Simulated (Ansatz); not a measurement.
# AsN (quintet): wave-function methods side by side, cc-pVDZ

How much of the correlation energy of AsN (quintet) does each wave-function method recover here?

Computed with Ansatz 0.2.0, Gaussian basis. Level: cc-pVDZ, core rule «outside noble gas», up to 15 orbitals frozen.

To be run: UHF; CCSD(T) on ROHF; CCSD(T) on UHF; BCCD(T) on ROHF; CISD; CCSDT(Q) on ROHF; CCSDT(Q) on UHF; CISDTQ; CCSDTQ on ROHF; CCSDTQ on UHF; CASSCF and MRCISD+Q, 10 electrons in 8 orbitals; CASSCF and NEVPT2, 10 electrons in 8 orbitals.

6 further runs of the same task are left out: 6 set aside as unsound or not needed.

### Step 1. The system

The geometry is a PBE0/def2-TZVP stationary point (not a proven minimum) of the parent state, kept for this charge and spin. No spin-orbit coupling is included. The filled d shell of As may be among the frozen orbitals whatever the setting's name suggests; the logs give the count.

2 atoms, charge 0, spin multiplicity 5.

Atoms are counted from 1 here; the program's logs count them from 0.

Bond lengths: N1–As2 1.763 Å.

### Step 2. UHF

in.yaml reads:

```yaml
crystal:
  periodic: [false, false, false]
  atoms:
    - {symbol: N, position_ang: [0.000000, 0.000000, 0.000000]}
    - {symbol: As, position_ang: [0.000000, 0.000000, 1.763000]}
basis:
  gaussian: {orbitals: cc-pVDZ}
magnetization: {spin_polarized: true, initial_magnetization: 4}
hamiltonian: {xc: hf}
output: {orbitals: {seedname: orbitals}}
```

On the command line:

```sh
> ansatz run in.yaml --threads 1 --pin off --events-out ev --progress --plain --max-ram 4096MiB --backend cpu
```

Further steps of the session: CCSD(T) on ROHF; CCSD(T) on UHF; BCCD(T) on ROHF; CISD; CCSDT(Q) on ROHF; CCSDT(Q) on UHF; CISDTQ; CCSDTQ on ROHF; CCSDTQ on UHF; CASSCF and MRCISD+Q, 10 electrons in 8 orbitals; CASSCF and NEVPT2, 10 electrons in 8 orbitals.

Q: Predict the results of all the runs planned. Wanted: UCCSDTQ below the RHF energy; RMP2 from UCCSDTQ; UMP2 from UCCSDTQ; RCCSD from UCCSDTQ; RCCSD(T) from UCCSDTQ; UCCSD(T) from UCCSDTQ; RCCSDT(Q) from UCCSDTQ; UCCSDT(Q) from UCCSDTQ; NEVPT2 valence from UCCSDTQ.

**Answer**, as computed:

| quantity | value |
| --- | --- |
| UCCSDTQ below the RHF energy | -5.4228 eV |
| RMP2 from UCCSDTQ | +953.9 meV |
| UMP2 from UCCSDTQ | +978.1 meV |
| RCCSD from UCCSDTQ | +142.5 meV |
| RCCSD(T) from UCCSDTQ | +41.1 meV |
| UCCSD(T) from UCCSDTQ | +32.0 meV |
| RCCSDT(Q) from UCCSDTQ | +10.6 meV |
| UCCSDT(Q) from UCCSDTQ | +1.0 meV |
| NEVPT2 valence from UCCSDTQ | +917.5 meV |
| MRCISD+Q valence from UCCSDTQ | +5.6 meV |
| levels within 1 kcal/mol (43 meV) | RCCSD(T), UCCSD(T), BCCD(T), RCCSDT, UCCSDT, CISDTQ, RCCSDT(Q), UCCSDT(Q), RCCSDTQ, MRCISD+Q valence |
| T1 diagnostic | 0.020 |
| effectively unpaired electrons | 4.01 |

RCCSD(T) misses by +41.1 meV, 0.8 % of the correlation energy. One determinant dominates. Of the multireference levels listed MRCISD+Q valence comes nearest in total energy (+5.6 meV), which doesn't show that its space is the better one. These misses are within one basis, not against nature; the frozen cores of restricted and unrestricted runs differ, which can shift their rows.
